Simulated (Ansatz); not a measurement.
# C4H10BFO: the cost of one run

All numbers below are computed with Ansatz 0.2.0 (RHF/def2-SVP).

**1. The structure to begin with**

Bond lengths (14 of 16 bonds, heavy atoms first): C1–C2 1.486 Å, C2–C3 1.524 Å, C3–C4 1.583 Å, C3–F5 1.387 Å, C3–B6 1.638 Å, B6–O7 1.481 Å, C1–H8 1.157 Å, C1–H9 1.184 Å, C1–H10 1.074 Å, C2–H11 1.120 Å, C2–H12 1.115 Å, C4–H13 1.193 Å, C4–H14 1.104 Å, C4–H15 1.058 Å. Angles (14 of 28 angles, heavy atoms first): C1–C2–C3 110.8°, C2–C3–C4 114.7°, C2–C3–F5 111.4°, C2–C3–B6 108.4°, C4–C3–F5 108.7°, C4–C3–B6 106.2°, F5–C3–B6 107.0°, C3–B6–O7 122.7°, C1–C2–H11 110.9°, C1–C2–H12 109.2°, C3–C2–H11 111.2°, C3–C2–H12 109.2°, C2–C1–H8 110.7°, C2–C1–H9 106.9°.

The coordinates stand in the first input below.

**2. Relaxing end A**

File input.yaml:

```yaml
crystal:
  periodic: [false, false, false]
  atoms:
    - { symbol: C, position_ang: [-2.0319, 0.1301, -0.5843] }
    - { symbol: C, position_ang: [-0.9869, 0.2019, 0.47] }
    - { symbol: C, position_ang: [0.2755, -0.5313, 0.033] }
    - { symbol: C, position_ang: [1.0516, 0.1481, -1.1679] }
    - { symbol: F, position_ang: [0.0059, -1.8503, -0.3005] }
    - { symbol: B, position_ang: [1.3202, -0.5591, 1.2946] }
    - { symbol: O, position_ang: [2.6671, 0.0527, 1.2326] }
    - { symbol: H, position_ang: [-1.7526, 0.802, -1.4833] }
    - { symbol: H, position_ang: [-3.0096, 0.6227, -0.1334] }
    - { symbol: H, position_ang: [-2.2875, -0.8659, -0.8934] }
    - { symbol: H, position_ang: [-0.7645, 1.2657, 0.7396] }
    - { symbol: H, position_ang: [-1.3771, -0.2647, 1.4046] }
    - { symbol: H, position_ang: [0.2862, 0.075, -2.0803] }
    - { symbol: H, position_ang: [1.1442, 1.2258, -0.948] }
    - { symbol: H, position_ang: [1.9403, -0.3776, -1.3988] }
    - { symbol: H, position_ang: [0.9946, -1.0815, 2.3112] }
    - { symbol: H, position_ang: [2.5054, 1.006, 1.5445] }
basis:
  gaussian: { orbitals: def2-SVP }
hamiltonian:
  xc: hf
relax:
  f_tol: 0.015
  max_steps: 40
output:
  orbitals: {}
```

Run with:

```bash
ansatz run input.yaml --threads 2 --pin off --max-ram 3072MiB --backend cpu --events-out ev --progress --plain --runs-dir out
```

What time and memory should one allow on 2 threads of Arm Neoverse V2, shared host?

About 68 s, with a peak of 0.41 GiB.
